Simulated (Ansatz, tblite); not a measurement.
# InGa$_{3}$As$_{4}$ with GFN2-xTB from a Python script

These are simulated results from tblite 0.8.0, not measurements. The cell was built from a prototype and was relaxed with r2SCAN in plane waves (Ansatz 0.2.0). It may be hypothetical. All runs are without spin polarisation.

Space group Pmm2 (No. 25), orthorhombic; a = 4.080 Å, b = 8.175 Å, c = 5.779 Å in the conventional setting, 24.10 Å³ an atom. Around Ga lie 4 As at 2.46–2.48 Å; around As lie 3 Ga at 2.45–2.47 Å and 1 In at 2.62 Å; around Ga lie 4 As at 2.45–2.48 Å; around As lie 4 Ga at 2.48 Å; around In lie 4 As at 2.60–2.62 Å; around As lie 2 Ga at 2.46 Å and 2 In at 2.60 Å.

tblite solves periodic systems at the zone centre alone, so the script builds a cluster of 2×1×2 conventional cells (32 atoms), which folds in a coarse mesh of k points.

Input script:

```python
import json
from ase import Atoms
from ase.build import make_supercell
from ase.units import Bohr, GPa, Hartree
from tblite.interface import Calculator

atoms = Atoms(['Ga', 'As', 'Ga', 'As', 'Ga', 'As', 'In', 'As'],
              cell=[[4.08024169, 0.0, 0.0], [0.0, 8.174928, 0.0], [0.0, 0.0, 5.77942512]],
              scaled_positions=[[0.0, 0.758219964, -0.000161431], [0.5, 0.762761728, 0.240312522], [0.5, 0.0, 0.498043896], [0.0, 0.0, 0.741302009], [0.0, 0.241780036, -0.000161431], [0.5, 0.237238272, 0.240312522], [0.5, 0.5, 0.500415251], [0.0, 0.5, 0.779936662]],
              pbc=True)
cluster = make_supercell(atoms, [[2, 0, 0], [0, 1, 0], [0, 0, 2]])
calc = Calculator('GFN2-xTB', cluster.numbers, cluster.positions / Bohr, lattice=cluster.cell[:] / Bohr, periodic=cluster.pbc)
calc.set('temperature', 0.02 / Hartree)
calc.set('max-iter', 150)
res = calc.singlepoint()
levels = res.get('orbital-energies') * Hartree
nv = round(res.get('orbital-occupations').sum() / 2)
cells = len(cluster) // len(atoms)
out = {'energy_per_cell': res.get('energy') * Hartree / cells, 'homo': levels[nv - 1], 'lumo': levels[nv],
       'stress': (-res.get('virial') * Hartree / cluster.get_volume() / GPa).tolist(), 'charges': res.get('charges')[:len(atoms)].tolist(), 'electrons': 2 * nv / cells}
json.dump(out, open('results.json', 'w'))
for key, value in out.items():
    print(key, value)
```

Command: `python run.py`. It took 4.8 s on 1 thread of Arm Neoverse N1, with other jobs on the host, peak memory 0.1 GiB.

Output:

```
------------------------------------------------------------
  cycle        total energy    energy error   density error
------------------------------------------------------------
      1     -55.43567120877  -5.5626868E+01   2.4763731E-01
      2     -56.68042895024  -1.2447577E+00   1.8416827E-01
      3     -57.20008242978  -5.1965348E-01   1.1687587E-01
      4     -57.21205029540  -1.1967866E-02   1.1937402E-01
      5     -57.21863156758  -6.5812722E-03   1.0081052E-01
      6     -57.21230850403   6.3230636E-03   1.1336517E-01
      7     -57.22472825084  -1.2419747E-02   8.3477440E-02
      8     -57.24789088033  -2.3162629E-02   9.5165943E-02
      9     -57.23098046445   1.6910416E-02   5.8806408E-02
     10     -57.22156171685   9.4187476E-03   3.8218491E-02
     11     -57.22688789073  -5.3261739E-03   1.4907894E-02
     12     -57.22667490016   2.1299057E-04   1.3422060E-02
     13     -57.22676638601  -9.1485852E-05   1.0256530E-02
     14     -57.22672471175   4.1674260E-05   9.2476769E-03
     15     -57.22679612304  -7.1411288E-05   8.2513501E-03
     16     -57.22686954367  -7.3420631E-05   5.9987658E-03
     17     -57.22694695181  -7.7408137E-05   2.3391262E-03
     18     -57.22695852400  -1.1572187E-05   1.8780245E-03
     19     -57.22696826567  -9.7416730E-06   1.0822180E-03
     20     -57.22696448899   3.7766777E-06   1.2637282E-03
     21     -57.22696987296  -5.3839732E-06   9.6506066E-04
     22     -57.22696776502   2.1079450E-06   9.3474136E-04
     23     -57.22697018508  -2.4200627E-06   5.0179527E-04
     24     -57.22697005220   1.3288441E-07   4.3592150E-04
     25     -57.22697101025  -9.5804844E-07   1.4189648E-04
     26     -57.22697114022  -1.2997751E-07   5.6553632E-05
     27     -57.22697115201  -1.1788607E-08   3.0427643E-05
     28     -57.22697115463  -2.6154581E-09   1.3349634E-05
------------------------------------------------------------

 total:                                   3.844 sec
energy_per_cell -389.30630077347485
homo -8.523367203732814
lumo -7.201299090996407
stress [[9.385065987833995, -4.2008789280497244e-07, 7.81025155957708e-08], [-4.2008789282303743e-07, 9.793556507943238, -2.2928953306799317e-07], [7.810251575198642e-08, -2.2928953302909234e-07, 5.762814446410423]]
charges [-0.027614280787564005, -0.0005185221996109879, -0.07897537395221643, -0.004963925116653514, -0.027606770603415653, -0.0005210627138003965, 0.12378714240930541, 0.01636087629483951]
electrons 32.0
```

The cycle table is in hartree for the whole cluster, and the lines after it are in eV (the energy for one cell). The printed stress is in GPa and positive in compression, and the pressure is its mean diagonal.

GFN2-xTB gives a gap of 1.32 eV. On the same cell, plane-wave PBE (Ansatz, 6×4×4 k points and the special points) gives a gap of 0.11 eV and r2SCAN a gap of 0.57 eV; on shared hosts these took about 110 and 190 core-seconds on the 8-atom cell, against 4.8 for the script. Semilocal gaps usually lie below measured ones. xTB was fitted to molecules, so gaps, charges and pressures of solids can be far off, and the gap also depends on the size of the cluster.

The same script was run on cells scaled at fixed shape and fractional coordinates:

| volume (Å³/atom) | energy (meV/atom) | pressure (GPa, positive in compression) | gap (eV) |
| --- | --- | --- | --- |
| 21.21 | 248.7 | 20.65 | 2.19 |
| 22.65 | 96.9 | 13.44 | 2.15 |
| 24.10 | 0.0 | 8.31 | 1.32 |
| 25.54 | -58.1 | 4.93 | 0.16 |
| 26.99 | -127.2 | 7.26 | 0.01 |

The minimum lies beyond the largest of these volumes.

xTB was fitted mostly to molecules, and a small cluster samples few k points, so gaps, pressures and kinks along a curve can be far from a solid's.

No spin-orbit coupling is included; it can move band edges with weight on the heavy atoms by tenths of an eV.
